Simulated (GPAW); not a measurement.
Crystal: Ba2Tl5V3O12.

```
CELL_PARAMETERS angstrom
4.23698 2.44622 6.12840
-4.23698 2.44622 6.12840
0.00000 -4.89244 6.12840
ATOMIC_POSITIONS crystal
Ba 0.50000 0.50000 0.50000
Ba 0.00000 0.00000 0.00000
V 0.50000 0.50000 0.00000
V 0.00000 0.50000 0.50000
V 0.50000 0.00000 0.50000
Tl 0.00000 0.00000 0.50000
Tl 0.50000 0.00000 0.00000
Tl 0.00000 0.50000 0.00000
Tl 0.74045 0.74045 0.74045
Tl 0.25955 0.25955 0.25955
O 0.71652 0.08089 0.41242
O 0.41242 0.71652 0.08089
O 0.08089 0.41242 0.71652
O 0.58758 0.91911 0.28348
O 0.91911 0.28348 0.58758
O 0.28348 0.58758 0.91911
O 0.28348 0.91911 0.58758
O 0.58758 0.28348 0.91911
O 0.91911 0.58758 0.28348
O 0.41242 0.08089 0.71652
O 0.08089 0.71652 0.41242
O 0.71652 0.41242 0.08089
```

The cell was built by a generator and needn't be a form met in nature.

Base run:

| Property | Result |
| --- | --- |
| Program | GPAW 26.7.0 |
| Functional | SCAN |
| Potentials or basis | GPAW PAW data sets (gpaw-data 1.2.1) |
| Cutoff | 800 eV |
| Basis | pw |
| k mesh | 3 × 3 × 3 |
| Occupations | fermi-dirac, width 0.05 eV |
| Spin | collinear spin, ferromagnetic start |
| Starting moments | [0.0, 0.0, 2.0, 2.0, 2.0, 0.0, 0.0, 0.0, 0.0, 0.0, 0.0, 0.0, 0.0, 0.0, 0.0, 0.0, 0.0, 0.0, 0.0, 0.0, 0.0, 0.0] μB |

Its results: pressure -3.6 GPa; net moment 1.26 μB per cell; site moments Ba +0.00, -0.00; V +0.42; Tl -0.00, +0.01; O -0.02 μB; largest force 0.166 eV/Å.

Task: After a change of settings the same cell gave: pressure -1.3 GPa; net moment 1.22 μB per cell; site moments Ba +0.00, -0.00; V +0.37; Tl +0.00, +0.01; O -0.01 μB; largest force 0.441 eV/Å. Which change was it?
A. functional from SCAN to revPBE; potentials or basis from GPAW PAW data sets (gpaw-data 1.2.1) to the program's PAW data sets (release 1.2.1) made for this functional
B. functional from SCAN to PBE; k mesh from 3 × 3 × 3 to 2 × 2 × 2
C. functional from SCAN to LDA; potentials or basis from GPAW PAW data sets (gpaw-data 1.2.1) to the program's PAW data sets (release 1.2.1) made for this functional
D. functional from SCAN to TPSS

Result: D.

Caveats: the PAW data sets were made with another functional, which shifts forces and pressure a little.

Not every run made on this cell is shown here.
